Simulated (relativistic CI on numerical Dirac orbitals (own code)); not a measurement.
# Cu²⁺ (3d9) in crystal fields: levels and magnetism

Aim: the levels, ground state and powder susceptibility of Cu²⁺ in 6 parametric crystal fields.

Method: Dirac-Coulomb-Breit CI, KLI orbitals optimised for each configuration, model QED (radiative potential, 1s self-energy scaled to tabulated hydrogen-like ionisation energies), valence Slater integrals scaled by 0.8, one configuration in a parametric crystal field. Code: relativistic CI on numerical Dirac orbitals (own code) version 1.

## 1. Starting point

* ion: Cu²⁺ (Cu III)
* nuclear charge: 29
* electrons: 27
* open shell: 3d9
* Slater scale: 0.8
* field 1 (cm⁻¹): D3d, 10Dq = 25450, Dsigma = -990, Dtau = -230
* field 2 (cm⁻¹): D4h, 10Dq = 23750, Ds = -190, Dt = 870
* field 3 (cm⁻¹): D4h, 10Dq = 18750, Ds = -420, Dt = -240
* field 4 (cm⁻¹): Oh, 10Dq = 20450
* field 5 (cm⁻¹): D3d, 10Dq = 9200, Dsigma = -1060, Dtau = 340
* field 6 (cm⁻¹): Oh, 10Dq = 11650

The outer shells:

[Ar] 3d9
```
[Ar] core
3d [↑↓][↑↓][↑↓][↑↓][↑ ]
```

## 2. Field 1: D3d, 10Dq = 25450, Dsigma = -990, Dtau = -230

The run's settings:

```ini
atom Cu  Z=29  charge=2  electrons=27
nucleus A=63  rms_radius_fm=3.8823
hamiltonian dirac-coulomb  breit=on  qed=on  c_scale=1
orbitals kli  potential=per-configuration
slater_scale 0.8
correlation none
mixing on
configurations
  [Ar] 3d9
end
crystal_field D3d 10Dq=25450 Dsigma=-990 Dtau=-230
```

## 3. Field 2: D4h, 10Dq = 23750, Ds = -190, Dt = 870

The settings differ from step 2 so:

```diff
@@ -10,2 +10,2 @@
 end
-crystal_field D3d 10Dq=25450 Dsigma=-990 Dtau=-230
+crystal_field D4h 10Dq=23750 Ds=-190 Dt=870
```

## 4. Field 3: D4h, 10Dq = 18750, Ds = -420, Dt = -240

The settings differ from step 3 so:

```diff
@@ -10,2 +10,2 @@
 end
-crystal_field D4h 10Dq=23750 Ds=-190 Dt=870
+crystal_field D4h 10Dq=18750 Ds=-420 Dt=-240
```

## 5. Field 4: Oh, 10Dq = 20450

The settings differ from step 4 so:

```diff
@@ -10,2 +10,2 @@
 end
-crystal_field D4h 10Dq=18750 Ds=-420 Dt=-240
+crystal_field Oh 10Dq=20450
```

## 6. Field 5: D3d, 10Dq = 9200, Dsigma = -1060, Dtau = 340

The settings differ from step 5 so:

```diff
@@ -10,2 +10,2 @@
 end
-crystal_field Oh 10Dq=20450
+crystal_field D3d 10Dq=9200 Dsigma=-1060 Dtau=340
```

## 7. Field 6: Oh, 10Dq = 11650

The settings differ from step 6 so:

```diff
@@ -10,2 +10,2 @@
 end
-crystal_field D3d 10Dq=9200 Dsigma=-1060 Dtau=340
+crystal_field Oh 10Dq=11650
```

(Steps that only read results are left out.)

Q: Predict the outcome of this session. Wanted: ground spin; most axial ground doublet.

The runs gave:

| field | ground state | degeneracy | S | J | first gap (cm⁻¹) | stabilisation (cm⁻¹) | χT at 2 K | χT at 300 K |
| --- | --- | --- | --- | --- | --- | --- | --- | --- |
| 1: D3d | G56 | 2 | 0.50 | 2.20 | 67 | -14039 | 0.178 | 0.441 |
| 2: D4h | G7 | 2 | 0.50 | 2.19 | 3572 | -12248 | 0.431 | 0.445 |
| 3: D4h | G6 | 2 | 0.50 | 2.19 | 2874 | -12779 | 0.432 | 0.446 |
| 4: Oh | G8 | 4 | 0.50 | 2.19 | 19701 | -11521 | 0.436 | 0.451 |
| 5: D3d | G56 | 2 | 0.50 | 2.30 | 381 | -6257 | 0.319 | 0.568 |
| 6: Oh | G8 | 4 | 0.50 | 2.22 | 10934 | -6274 | 0.481 | 0.508 |

χT is in cm³ K/mol; stabilisation counts from the free ion's lowest level; S and J come from the expectation values of their squares.

| quantity | value |
| --- | --- |
| ground spin (effective S from ⟨S²⟩) | 1: 0.50, 2: 0.50, 3: 0.50, 4: 0.50, 5: 0.50, 6: 0.50 |
| χT at 300 K | 0.44 to 0.57 cm³ K/mol |
| most axial ground doublet | field 5, g = 0.00, 0.00, 3.18 |

What this shows: All fields leave the ground state at S = 1/2. The lowest doublet of field 5 is strongly axial. The field is a set of parameters, without covalency or charge transfer.
